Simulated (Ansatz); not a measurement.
# ScHO2: the cost of one run

Program: Ansatz 0.2.0. Level of theory: DFT LDA, scalar-relativistic, plane waves, PAW. These are calculated values, not measurements.

## 1. The system as given

Symmetry: R-3m, No. 166, trigonal system. The conventional cell has a = 3.233 Å, b = 3.233 Å, c = 13.593 Å, α = 90.00°, β = 90.00°, γ = 120.00°. Sc (site symmetry -3m) has 6 O at 2.14 Å as nearest neighbours. H (site symmetry -3m) has 2 O at 1.22 Å as nearest neighbours. O (site symmetry 3m) has 1 H at 1.22 Å as nearest neighbours.

Structure file:

```
Sc H O
1.0
     1.61659    0.93334    4.53092
    -1.61659    0.93334    4.53092
     0.00000   -1.86668    4.53092
Sc H O
1 1 2
Direct
  0.00000 0.00000 0.00000
  0.50000 0.50000 0.50000
  0.58970 0.58970 0.58970
  0.41030 0.41030 0.41030
```

Source of the structure: the Materials Project (structure only).

(A quick probe on a coarse mesh, which set the mesh and smearing, is not shown.)

## 3. Rough relaxation on the coarse mesh

Contents of input.yaml:

```yaml
crystal:
  lattice:
    - [1.6165890435, 0.9333381194, 4.5309241552]
    - [-1.6165890435, 0.9333381194, 4.5309241552]
    - [0.0, -1.8666762389, 4.5309241552]
  atoms:
    - { symbol: Sc, position: [0.0, 0.0, 0.0] }
    - { symbol: H, position: [0.5, 0.5, 0.5] }
    - { symbol: O, position: [0.589701, 0.589701, 0.589701] }
    - { symbol: O, position: [0.410299, 0.410299, 0.410299] }
basis:
  ecutwfc: 420
kpoints:
  mp_grid: { grid: [6, 6, 6] }
hamiltonian:
  xc: lda
scf:
  occupations: { method: gaussian, width: 0.1 }
output:
  forces: true
  stress: true
  eigenvalues: true
relax:
  adjacent_minimum: "off"
  f_tol: 0.05
  max_steps: 80
  cell: { stress_tol: 0.5 }
```

Launch:

```
ansatz run input.yaml --threads 1 --pin off --max-ram 2560MiB --backend cpu --events-out ev --progress --plain --runs-dir out
```

What time and memory should one allow on 1 thread of Arm Neoverse V1, shared host?

About 6.1 s, with a peak of 0.31 GiB.
